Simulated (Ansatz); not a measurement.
# AlNi: the cost of one run

Computed with the Python package of Ansatz 0.2.0. Level of theory: DFT PBEsol, plane waves, PAW.

### Step 1. Starting point

The structure is cubic, space group Pm-3m (No. 221). The conventional cell has a = 2.881 Å, b = 2.881 Å, c = 2.881 Å, α = 90.00°, β = 90.00°, γ = 90.00°. Al (site symmetry m-3m) is surrounded by 8 Ni at 2.50 Å. Ni (site symmetry m-3m) has 8 Al at 2.50 Å as nearest neighbours.

No structure file is read: the coordinates are typed or built in the script.

### Step 2. The script

The input, run_kconv.py:

```python
"""Convergence of AlNi with the k-point mesh."""

import argparse
import warnings

import ansatz as az
import matplotlib.pyplot as plt

parser = argparse.ArgumentParser(description="Convergence of AlNi with the k-point mesh.")
parser.add_argument("--functional", required=True, help="exchange-correlation functional")
parser.add_argument("--filling", required=True, help="how the bands are filled")
parser.add_argument("--smearing-width", type=float, required=True, help="smearing width (eV)")
args = parser.parse_args()


def main() -> None:
    warnings.simplefilter("ignore", az.DeckWarning)

    alni = (
        az.Lattice.from_parameters(2.881, 2.881, 2.881, alpha=90.0, beta=90.0, gamma=90.0)
        .atom("Al", (0.0, 0.0, 0.0))
        .atom("Ni", (0.5, 0.5, 0.5))
        .moments(Ni=1.5)
    )

    job = alni.calculation()
    job = job.functional(args.functional)
    job = job.basis(31 * az.Ry).occupations(args.filling, width=args.smearing_width)
    job = job.spin("collinear")
    job = job.stress()

    rows = []
    for value in [(3, 3, 3), (4, 4, 4), (5, 5, 5), (6, 6, 6), (8, 8, 8), (10, 10, 10)]:
        summary = job.kpoints(*value).run(threads=1).report
        rows.append((value, summary["free_energy_ev"] / len(summary["lattice"]["sites"]), summary["n_iterations"], sum(summary["stress_gpa"][i][i] for i in range(3)) / 3, summary["magnetization_mub"], summary["n_kpoints"]))

    print("        mesh   F/atom (eV)    iterations       P (GPa)  moment (muB)      k-points")
    for row in rows:
        print(f"{str(row[0]):>12s}  {row[1]:12.5f}  {row[2]:12d}  {row[3]:12.3f}  {row[4]:12.3f}  {row[5]:12d}")

    # the last row is the reference
    for row in rows[:-1]:
        shift = 1000 * (row[1] - rows[-1][1])
        print(f"{row[0]}: {shift:+.2f} meV/atom" + ("  (within 5 meV)" if abs(shift) < 5 else ""))
    plt.figure(figsize=(4.5, 3))
    plt.plot([str(row[0]) for row in rows], [1000 * (row[1] - rows[-1][1]) for row in rows], "o-")
    plt.xlabel("mesh")
    plt.ylabel("F - F(last) (meV/atom)")
    plt.tight_layout()
    plt.savefig("kconv.png", dpi=100)


if __name__ == "__main__":
    main()
```

### Step 3. What the engine is handed

The engine receives this input (first run):

```yaml
crystal:
  lattice:
    a: 2.881
    b: 2.881
    c: 2.881
    alpha: 90.0
    beta: 90.0
    gamma: 90.0
  atoms:
    - { symbol: Al, position: [0.0, 0.0, 0.0] }
    - { symbol: Ni, position: [0.5, 0.5, 0.5] }
basis:
  ecutwfc: 421.77648681281397
kpoints:
  mp_grid:
    grid: [3, 3, 3]
hamiltonian:
  xc: pbesol
magnetization:
  spin_polarized: true
  per_species:
    Ni: 1.5
scf:
  occupations:
    method: gaussian
    width: 0.1
output:
  stress: true
```

### Step 4. Running it

Command:

```bash
$ python run_kconv.py --functional pbesol --filling gaussian --smearing-width 0.1
```

What time and memory should one allow on 1 thread of Arm Neoverse V2, shared host?

About 11 s, with a peak of 0.41 GiB.
